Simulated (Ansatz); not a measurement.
**GeNH3+ (doublet): wave-function methods side by side, cc-pVDZ**

One table from this session's results is given with a row withheld; the runs are named, their logs left out.

Computed with Ansatz 0.2.0, Gaussian basis. Level: cc-pVDZ, core rule «outside noble gas», up to 15 orbitals frozen.

The runs, in order: UHF; CCSD(T) on ROHF; CCSD(T) on UHF; BCCD(T) on ROHF; CISD; CCSDT(Q) on ROHF; CCSDT(Q) on UHF.

11 further runs of the same task are left out: 7 for a known fault of the program, 4 set aside as unsound or not needed.

## The geometry

The geometry is a PBE0/def2-TZVP stationary point (not a proven minimum) of the parent state, kept for this charge and spin. No spin-orbit coupling is included. The filled d shell of Ge may be among the frozen orbitals whatever the setting's name suggests; the logs give the count.

5 atoms, charge 1, spin multiplicity 2.

Atoms are counted from 1 here; the program's logs count them from 0.

Bond lengths: Ge1–N2 1.703 Å, Ge1–H3 1.543 Å, Ge1–H4 1.529 Å, N2–H5 1.020 Å. Angles: N2–Ge1–H3 128.8°, N2–Ge1–H4 117.8°, H3–Ge1–H4 113.4°, Ge1–N2–H5 110.9°.

Coordinates:

```
Ge    0.0000    0.0136    0.2703
N     0.0000   -0.1285   -1.4273
H     0.0000    1.2926    1.1326
H     0.0000   -1.2745    1.0940
H     0.0000    0.7906   -1.8701
```

Set-up of the first run:

Contents of in.yaml:

```yaml
crystal:
  periodic: [false, false, false]
  atoms:
    - {symbol: Ge, position_ang: [0.000000, 0.013551, 0.270262]}
    - {symbol: N, position_ang: [0.000000, -0.128473, -1.427255]}
    - {symbol: H, position_ang: [0.000000, 1.292635, 1.132552]}
    - {symbol: H, position_ang: [0.000000, -1.274515, 1.094008]}
    - {symbol: H, position_ang: [0.000000, 0.790573, -1.870085]}
basis:
  gaussian: {orbitals: cc-pVDZ}
total_charge: 1
magnetization: {spin_polarized: true, initial_magnetization: 1}
hamiltonian: {xc: hf}
output: {orbitals: {seedname: orbitals}}
```

The run is started by

```bash
ansatz run in.yaml --threads 1 --pin off --events-out ev --progress --plain --max-ram 2816MiB --backend cpu
```

Among the steps run: UHF; CCSD(T) on ROHF; CCSD(T) on UHF; BCCD(T) on ROHF; CISD; CCSDT(Q) on ROHF; CCSDT(Q) on UHF.

One of the session's tables, all rows but one given; the rest of the session is left out.

```
   method  from UCCSDT(Q) (kJ/mol)
     ROHF                   +656.0
      UHF                   +647.2
     RMP2                   +102.2
     UMP2                   +102.9
    RCCSD                        ?
    UCCSD                    +18.1
 RCCSD(T)                     +3.6
 UCCSD(T)                     +3.6
  BCCD(T)                     +3.6
   RCCSDT                     +1.3
   UCCSDT                     +1.2
RCCSDT(Q)                     +0.2
UCCSDT(Q)                        0
```

**Question.** Estimate the row for RCCSD.

The run gave: from UCCSDT(Q) (kJ/mol): +18.3. In the column «from UCCSDT(Q) (kJ/mol)» it lies between UCCSD (+18.1) and RMP2 (+102.2).

Not comparable, so not listed: CISD (they don't share determinant, frozen orbitals or solution with the rows shown, or repeat one).

To keep in mind: Restricted and unrestricted rows rest on different reference determinants; where their highest levels disagree by more than a few hundredths of an eV, they describe different states and don't form one ladder.
